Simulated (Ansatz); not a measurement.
# C2H5BO2: one species, many methods

One table from this session's results is given with a row withheld; the runs are named, their logs left out.

Method: functionals in def2-TZVPP, the program's frozen cores in correlated methods; program: Ansatz 0.2.0, Gaussian basis.

Levels to be run: LDA (SPW92), PBE-D4, revPBE-D4, BLYP-D4, r2SCAN-D4, B97M-V, PBE0-D4, B3LYP-D4, r2SCANh-D4, r2SCAN0-D4, HSE06-D4, BHLYP-D4, CAM-B3LYP-D4, LC-ωPBE, ωB97X-V, ωB97M-V, B2PLYP, PBE-QIDH; CCSD(T)/def2-SVP; CCSD(T)/def2-TZVPP; MP2/def2-QZVPP; extrapolation to the limit; RPA on PBE.

## The geometry

All runs share one geometry, relaxed beforehand with PBE0-D4 in a triple-zeta def2 set.

SMILES `B1COCO1`, 10 atoms, charge 0, spin multiplicity 1.

Atoms are counted from 1 here; the program's logs count them from 0.

Bond lengths: B1–C2 1.571 Å, B1–O5 1.350 Å, B1–H6 1.191 Å, C2–O3 1.432 Å, C2–H7 1.093 Å, C2–H8 1.102 Å, O3–C4 1.392 Å, C4–O5 1.424 Å, C4–H9 1.092 Å, C4–H10 1.100 Å. Angles: C2–B1–O5 107.3°, C2–B1–H6 131.8°, O5–B1–H6 120.9°, B1–C2–O3 101.8°, B1–C2–H7 115.7°, B1–C2–H8 112.5°, O3–C2–H7 108.5°, O3–C2–H8 111.1°, H7–C2–H8 107.1°, C2–O3–C4 108.4°, O3–C4–O5 108.4°, O3–C4–H9 109.3°, O3–C4–H10 111.9°, O5–C4–H9 109.4°, O5–C4–H10 107.4°, H9–C4–H10 110.2°, B1–O5–C4 109.1°.

The first run:

File in.yaml:

```yaml
crystal:
  periodic: [false, false, false]
  atoms:
    - {symbol: B, position_ang: [-1.068793, 0.155606, 0.498013]}
    - {symbol: C, position_ang: [-0.198385, -1.095677, 0.116125]}
    - {symbol: O, position_ang: [1.081921, -0.499998, -0.121320]}
    - {symbol: C, position_ang: [0.894215, 0.855162, -0.375969]}
    - {symbol: O, position_ang: [-0.340639, 1.255268, 0.210364]}
    - {symbol: H, position_ang: [-2.168935, 0.250290, 0.944456]}
    - {symbol: H, position_ang: [-0.088342, -1.852715, 0.896479]}
    - {symbol: H, position_ang: [-0.570042, -1.609552, -0.784887]}
    - {symbol: H, position_ang: [1.711260, 1.424409, 0.073221]}
    - {symbol: H, position_ang: [0.830940, 1.066007, -1.453382]}
basis:
  gaussian: {orbitals: def2-TZVPP}
hamiltonian: {xc: lda}
output: {orbitals: {seedname: orbitals}}
```

On the command line:

```
ansatz run in.yaml --threads 2 --pin off --events-out ev --progress --plain --max-ram 4352MiB
```

Among the steps run: LDA; PBE-D4 (GGA); revPBE-D4 (GGA); BLYP-D4 (GGA); r2SCAN-D4 (meta-GGA); B97M-V (meta-GGA); B3LYP-D4 (hybrid); r2SCANh-D4 (hybrid); r2SCAN0-D4 (hybrid); HSE06-D4 (hybrid); BHLYP-D4 (hybrid); CAM-B3LYP-D4 (range-separated); LC-ωPBE (range-separated); ωB97X-V (range-separated); ωB97M-V (range-separated); B2PLYP (double hybrid); PBE-QIDH (double hybrid).

One of the session's tables, all rows but one given; the rest of the session is left out.

It belongs to the step «Frontier levels by functional». 

```
  functional  HOMO (eV)  gap (eV)
 LDA (SPW92)      -6.17      4.66
      PBE-D4      -6.07      4.82
   revPBE-D4      -6.02      4.88
     BLYP-D4      -6.00      4.87
   r2SCAN-D4      -6.37      5.51
      B97M-V      -6.54      5.61
     PBE0-D4      -7.63      7.40
    B3LYP-D4      -7.41      6.92
  r2SCANh-D4      -6.96      6.45
  r2SCAN0-D4      -7.85      7.85
    HSE06-D4      -7.23      6.61
    BHLYP-D4      -9.17      9.92
CAM-B3LYP-D4      -9.09      9.92
     LC-ωPBE     -10.40     12.47
     ωB97X-V          ?         ?
     ωB97M-V     -10.03     11.68
```

**Question.** Estimate the row for ωB97X-V.

As computed: HOMO (eV): -10.09; gap (eV): 12.03. In the column «HOMO (eV)» it lies between LC-ωPBE (-10.40) and ωB97M-V (-10.03).
